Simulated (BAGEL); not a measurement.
# B3LYP/6-31G(d) (density fitting with qzvpp-jkfit, spherical functions) run of CH4BN2Si− (SMILES N#CB(N)[SiH2-])

What is the energy change on altering one bond length of CH4BN2Si− at B3LYP/6-31G* (density fitting with qzvpp-jkfit, spherical functions)? 

Program for the calculation: BAGEL 1.2.2.

2 further runs of the same task are left out: 1 that didn't finish, 1 set aside as unsound or not needed. Runs told in other sessions of the task aren't counted.

### 1 The system as given

CH4BN2Si− has 9 atoms, charge -1, and is taken as a singlet. SMILES: `N#CB(N)[SiH2-]`. Geometry: relaxed at GFN2-xTB. This is one conformer, not always the lowest.

Bond lengths: N1–C2 1.167 Å, C2–B3 1.503 Å, B3–N4 1.485 Å, B3–Si5 1.848 Å, N4–H6 1.010 Å, N4–H7 1.010 Å, Si5–H8 1.470 Å, Si5–H9 1.479 Å. Angles: N1–C2–B3 178.4°, C2–B3–N4 116.1°, C2–B3–Si5 120.2°, N4–B3–Si5 123.7°, B3–N4–H6 117.7°, B3–N4–H7 117.1°, B3–Si5–H8 128.7°, B3–Si5–H9 127.0°, H6–N4–H7 110.2°, H8–Si5–H9 104.3°.

### 2 The energy at B3LYP/6-31G(d) (density fitting with qzvpp-jkfit, spherical functions)

dft.json

```json
{ "bagel": [

{
  "title": "molecule",
  "basis": "6-31gs.json",
  "df_basis": "qzvpp-jkfit",
  "angstrom": true,
  "geometry": [
    { "atom": "N", "xyz": [       1.786680,      -2.206970,      -0.553010 ] },
    { "atom": "C", "xyz": [       1.132930,      -1.261000,      -0.353540 ] },
    { "atom": "B", "xyz": [       0.256570,      -0.065000,      -0.105960 ] },
    { "atom": "N", "xyz": [       0.570070,       1.151470,      -0.898590 ] },
    { "atom": "Si", "xyz": [      -1.096760,      -0.149090,       1.149720 ] },
    { "atom": "H", "xyz": [       1.028940,       1.025170,      -1.789760 ] },
    { "atom": "H", "xyz": [      -0.155730,       1.849580,      -0.976080 ] },
    { "atom": "H", "xyz": [      -1.445460,      -1.254520,       2.053800 ] },
    { "atom": "H", "xyz": [      -2.077240,       0.910360,       1.473410 ] }
  ]
},

{
  "title": "ks",
  "xc_func": "b3lyp",
  "charge": -1
},

{
  "title": "print",
  "file": "orbitals.molden",
  "orbitals": true
}

]}
```

The basis set 6-31G* is read from a file made from the Basis Set Exchange's data (not shown).

Started as:

```console
$ BAGEL_NUM_THREADS=1 BAGEL dft.json > dft.out
```

What it wrote:

```text
* using 1 threads per process

  ===============================================================
  ===============================================================

  *** Geometry ***

  { "atom" : "N", "xyz" : [      3.376336,     -4.170569,     -1.045037 ] },
  { "atom" : "C", "xyz" : [      2.140927,     -2.382945,     -0.668094 ] },
  { "atom" : "B", "xyz" : [      0.484847,     -0.122832,     -0.200235 ] },
  { "atom" : "N", "xyz" : [      1.077276,      2.175963,     -1.698089 ] },
  { "atom" : "Si", "xyz" : [     -2.072576,     -0.281739,      2.172656 ] },
  { "atom" : "H", "xyz" : [      1.944415,      1.937291,     -3.382156 ] },
  { "atom" : "H", "xyz" : [     -0.294287,      3.495200,     -1.844524 ] },
  { "atom" : "H", "xyz" : [     -2.731524,     -2.370699,      3.881120 ] },
  { "atom" : "H", "xyz" : [     -3.925415,      1.720331,      2.784341 ] },

  Number of auxiliary basis functions:      504

  Since a DF basis is specified, we compute 2- and 3-index integrals:
    o Being stored without compression. Storage requirement is 0.027 GB

  Number of basis functions:       82
  Number of electrons      :       43

    * METHOD: MOLECULE                             0.28

  *** Kohn-Sham DFT ***

    * Removing 16344 points whose weight is below 1.00e-10
    * Grid points: 117810

  === Nuclear Repulsion ===
   167.2221126352

       - DIIS with orbital gradients will be used.

  === KS iteration (b3lyp / 6-31gs.json) ===
      0       -430.20146091          0.14831242           0.40
      1       -433.21119545          0.13561456           0.37
      2       -418.54067687          0.18207891           0.37
      3       -455.97564124          0.10470367           0.36
      4       -459.85699007          0.07232098           0.38
      5       -461.07408266          0.07129493           0.38
      6       -463.85844439          0.03493531           0.37
      7       -464.14072420          0.01806999           0.37
      8       -464.36601861          0.00532396           0.36
      9       -464.38078869          0.00148064           0.37
     10       -464.38160241          0.00069146           0.36
     11       -464.38181896          0.00013081           0.36
     12       -464.38183156          0.00002721           0.36
     13       -464.38183170          0.00002391           0.37
     14       -464.38183176          0.00002174           0.36
     15       -464.38183194          0.00000087           0.36
     16       -464.38183194          0.00000034           0.37
     17       -464.38183194          0.00000047           0.36
     18       -464.38183195          0.00000006           0.38
     19       -464.38183195          0.00000003           0.37
     20       -464.38183195          0.00000002           0.38
     21       -464.38183195          0.00000001           0.39
     22       -464.38183195          0.00000000           0.38
    * SCF iteration converged.

    * Permanent dipole moment:
           (   -0.022478,    -1.070130,     0.999916) a.u.

    * METHOD: KS                                   9.17

    * METHOD: PRINT                                0.02

  ===============================================================
```

Run time: 9.6 s. Hardware: 1 thread of Arm Neoverse V1, shared host; peak memory 0.46 GiB.

### 3 The distorted shape, same level

input.json

```json
{ "bagel": [

{
  "title": "molecule",
  "basis": "6-31gs.json",
  "df_basis": "qzvpp-jkfit",
  "angstrom": true,
  "geometry": [
    { "atom": "N", "xyz": [    2.838301,   -3.642155,   -0.850103 ] },
    { "atom": "C", "xyz": [    2.184551,   -2.696185,   -0.650633 ] },
    { "atom": "B", "xyz": [    0.256570,   -0.065000,   -0.105960 ] },
    { "atom": "N", "xyz": [    0.570070,    1.151470,   -0.898590 ] },
    { "atom": "Si", "xyz": [   -1.096760,   -0.149090,    1.149720 ] },
    { "atom": "H", "xyz": [    1.028940,    1.025170,   -1.789760 ] },
    { "atom": "H", "xyz": [   -0.155730,    1.849580,   -0.976080 ] },
    { "atom": "H", "xyz": [   -1.445460,   -1.254520,    2.053800 ] },
    { "atom": "H", "xyz": [   -2.077240,    0.910360,    1.473410 ] }
  ]
},
{
  "title": "ks",
  "xc_func": "b3lyp",
  "charge": -1
},
{
  "title": "print",
  "file": "orbitals.molden",
  "orbitals": true
}

]}
```

The basis set 6-31G* is read from a file made from the Basis Set Exchange's data (not shown).

Started as:

```console
$ BAGEL_NUM_THREADS=1 BAGEL input.json > input.out
```

What it wrote:

```text
* using 1 threads per process

  ===============================================================
  ===============================================================

  *** Geometry ***

  { "atom" : "N", "xyz" : [      5.363612,     -6.882675,     -1.606462 ] },
  { "atom" : "C", "xyz" : [      4.128203,     -5.095051,     -1.229518 ] },
  { "atom" : "B", "xyz" : [      0.484847,     -0.122832,     -0.200235 ] },
  { "atom" : "N", "xyz" : [      1.077276,      2.175963,     -1.698089 ] },
  { "atom" : "Si", "xyz" : [     -2.072576,     -0.281739,      2.172656 ] },
  { "atom" : "H", "xyz" : [      1.944415,      1.937291,     -3.382156 ] },
  { "atom" : "H", "xyz" : [     -0.294287,      3.495200,     -1.844524 ] },
  { "atom" : "H", "xyz" : [     -2.731524,     -2.370699,      3.881120 ] },
  { "atom" : "H", "xyz" : [     -3.925415,      1.720331,      2.784341 ] },

  Number of auxiliary basis functions:      504

  Since a DF basis is specified, we compute 2- and 3-index integrals:
    o Being stored without compression. Storage requirement is 0.027 GB

  Number of basis functions:       82
  Number of electrons      :       43

    * METHOD: MOLECULE                             0.27

  *** Kohn-Sham DFT ***

    * Removing 14450 points whose weight is below 1.00e-10
    * Grid points: 119704

  === Nuclear Repulsion ===
   141.3691740463

       - DIIS with orbital gradients will be used.

  === KS iteration (b3lyp / 6-31gs.json) ===
      0       -421.63984028          0.11541596           0.41
      1       -240.65189434          0.13841828           0.38
      2       -306.92163626          0.10749429           0.37
      3       -446.44110450          0.08860776           0.37
      4       -460.33009297          0.07275376           0.38
      5       -443.66229112          0.09359018           0.38
      6       -443.09989194          0.09422496           0.38
      7       -396.37458326          0.10233918           0.39
      8       -425.65695275          0.10714489           0.38
      9       -463.82448026          0.02772122           0.39
[... 24 lines of this table left out ...]
     34       -464.23393860          0.00000008           0.37
     35       -464.23393860          0.00000003           0.37
     36       -464.23393860          0.00000002           0.38
     37       -464.23393860          0.00000001           0.39
    * SCF iteration converged.

    * Permanent dipole moment:
           (    1.558014,    -3.011702,     0.467858) a.u.

    * METHOD: KS                                  15.27

    * METHOD: PRINT                                0.02

  ===============================================================
```

Wall time 16 s (1 thread of Arm Neoverse V1, shared host); peak memory 0.47 GiB.

### 4 Outcome

Level: B3LYP/6-31G* (density fitting with qzvpp-jkfit, spherical functions).

```
                                                              quantity          value
                                             first shape: total energy  -464.38183 Eh
                                              first shape: HOMO energy        0.65 eV
                                              first shape: LUMO energy        4.28 eV
    first shape: HOMO–LUMO gap (to an unbound level, set by the basis)        3.63 eV
                                         distorted shape: total energy  -464.23394 Eh
                                          distorted shape: HOMO energy       -0.59 eV
                                          distorted shape: LUMO energy        0.99 eV
distorted shape: HOMO–LUMO gap (to an unbound level, set by the basis)        1.58 eV
     energy change with the C2–B3 bond stretched from 1.503 to 3.307 Å       4.024 eV
```

What this shows: With the C2–B3 bond stretched from 1.503 to 3.307 Å the energy rises by 4.02 eV (93 kcal/mol). The first shape isn't relaxed at this level, so the change isn't measured from a minimum. The HOMO (first shape) lies at positive energy, 0.65 eV, from the functional's self-interaction, a short basis or an electron that isn't bound; only total energies against the neutral tell.
